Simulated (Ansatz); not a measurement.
# F2HO2V: a ladder of functionals and wavefunction methods

An exercise on one series of results from a longer session: the logs are not shown, and one member is left open.

Program: Ansatz 0.2.0, Gaussian basis. Level of theory: functionals in def2-TZVPP, the program's frozen cores in correlated methods. These are calculated values, not measurements.

The runs, in order: LDA (SPW92), PBE-D4, revPBE-D4, BLYP-D4, r2SCAN-D4, B97M-V, PBE0-D4, B3LYP-D4, r2SCANh-D4, r2SCAN0-D4, HSE06-D4, BHLYP-D4, CAM-B3LYP-D4, LC-ωPBE, ωB97X-V, ωB97M-V, B2PLYP, PBE-QIDH; CCSD(T)/def2-SVP; CCSD(T)/def2-TZVPP; MP2/def2-QZVPP; extrapolation to the limit; RPA on PBE.

### The relaxed structure

An earlier PBE0-D4 in a triple-zeta def2 set relaxation fixed the geometry.

SMILES `[O]=[V]([OH])([F])[F]`, 6 atoms, charge 0, spin multiplicity 1.

Atoms are counted from 1 here; the program's logs count them from 0.

Bond lengths: O1–V2 1.547 Å, V2–O3 1.740 Å, V2–F4 1.723 Å, V2–F5 1.723 Å, O3–H6 0.963 Å. Angles: O1–V2–O3 108.3°, O1–V2–F4 109.1°, O1–V2–F5 109.1°, O3–V2–F4 109.9°, O3–V2–F5 109.9°, F4–V2–F5 110.4°, V2–O3–H6 123.0°.

Geometry (Å):

```
O    -1.30528   -0.12844    0.91932
V    -0.28999    0.18850   -0.20370
O     1.24070   -0.51672    0.22917
F    -0.85319   -0.49332   -1.68239
F    -0.12796    1.89740   -0.35203
H     1.37783   -1.01142    1.04344
```

The first run:

File in.yaml:

```yaml
crystal:
  periodic: [false, false, false]
  atoms:
    - {symbol: O, position_ang: [-1.305283, -0.128436, 0.919317]}
    - {symbol: V, position_ang: [-0.289987, 0.188498, -0.203702]}
    - {symbol: O, position_ang: [1.240702, -0.516722, 0.229173]}
    - {symbol: F, position_ang: [-0.853193, -0.493315, -1.682391]}
    - {symbol: F, position_ang: [-0.127965, 1.897397, -0.352035]}
    - {symbol: H, position_ang: [1.377825, -1.011422, 1.043437]}
basis:
  gaussian: {orbitals: def2-TZVPP}
hamiltonian: {xc: lda}
output: {orbitals: {seedname: orbitals}}
```

Steps of the session up to this table: LDA; PBE-D4 (GGA); revPBE-D4 (GGA); BLYP-D4 (GGA); r2SCAN-D4 (meta-GGA); B97M-V (meta-GGA); PBE0-D4 (hybrid); B3LYP-D4 (hybrid); r2SCANh-D4 (hybrid); r2SCAN0-D4 (hybrid); HSE06-D4 (hybrid); BHLYP-D4 (hybrid); CAM-B3LYP-D4 (range-separated); LC-ωPBE-D4 (range-separated; the results give it without D4); ωB97X-V (range-separated); ωB97M-V (range-separated); B2PLYP (double hybrid); PBE-QIDH (double hybrid).

One table of the session follows, with a row left open; its other results are not shown here.

It belongs to the step «Frontier levels by functional». 

```
  functional  HOMO (eV)  LUMO (eV)  gap (eV)
 LDA (SPW92)      -9.34      -4.55      4.79
      PBE-D4      -9.07      -4.25      4.83
   revPBE-D4      -8.98      -4.14      4.84
     BLYP-D4      -9.00      -4.21      4.79
   r2SCAN-D4      -9.51      -4.30      5.21
      B97M-V      -9.59      -4.31      5.28
     PBE0-D4     -10.92      -3.41      7.51
    B3LYP-D4     -10.65      -3.73      6.92
  r2SCANh-D4     -10.20      -3.96      6.24
  r2SCAN0-D4     -11.24      -3.44      7.80
    HSE06-D4     -10.51      -3.80      6.71
    BHLYP-D4     -12.67      -2.44     10.23
CAM-B3LYP-D4     -12.45      -2.32     10.13
     LC-ωPBE     -13.76      -1.04     12.72
     ωB97X-V          ?          ?         ?
     ωB97M-V     -13.36      -1.08     12.28
```

Q: Estimate the row for ωB97X-V from the others.

The run gave: HOMO (eV): -13.41; LUMO (eV): -1.08; gap (eV): 12.33. In the column «HOMO (eV)» it lies between LC-ωPBE (-13.76) and ωB97M-V (-13.36).
